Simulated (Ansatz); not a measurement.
**AlAsH₂ (singlet): from a generated start to a stationary point**

Aim: relax a generated start of AlAsH₂ (singlet) and see which bonds hold.

Method: RKS PBE0/def2-TZVP; program: Ansatz 0.2.0, Gaussian basis.

### Step 1. The system as given

4 atoms, charge 0, spin multiplicity 1.

Atoms are counted from 1 here; the program's logs count them from 0.

Bond lengths: Al1–As2 2.365 Å, Al1–H3 1.565 Å, Al1–H4 1.565 Å. Angles: As2–Al1–H3 126.6°, As2–Al1–H4 126.6°, H3–Al1–H4 106.7°.

The start was built by rule and, where that kept it together, relaxed with GFN2-xTB. Sticks and bond lists go by distance. No spin-orbit coupling is included. 

### Step 2. The run

in.yaml reads:

```yaml
crystal:
  periodic: [false, false, false]
  atoms:
    - {symbol: Al, position_ang: [-1.687009, -0.011630, 0.000385]}
    - {symbol: As, position_ang: [0.678058, 0.004675, -0.000155]}
    - {symbol: H, position_ang: [-2.629401, 1.237350, -0.001953]}
    - {symbol: H, position_ang: [-2.612090, -1.273486, 0.003149]}
basis:
  gaussian: {orbitals: def2-TZVP}
hamiltonian: {xc: pbe0}
relax: {f_tol: 0.004, max_steps: 80}
```

Started as:

```console
ansatz run in.yaml --threads 1 --pin off --events-out ev --progress --plain --max-ram 2176MiB
```

Q: Predict the outcome of this session. Wanted: energy gained; shift from the start; total energy; dipole moment.

As calculated:

| quantity | value |
| --- | --- |
| steps | 5 |
| energy gained | 0.127 eV |
| shift from the start (rms) | 0.150 Å |
| total energy | -67458.1859 eV |
| dipole moment | 0.10 D |

The bonds of the start are those of the end. Al1–H4 went from 1.565 to 1.590 Å. No vibrations were run, so this is a stationary point, not a proven minimum, and this spin need not be the ground state's.
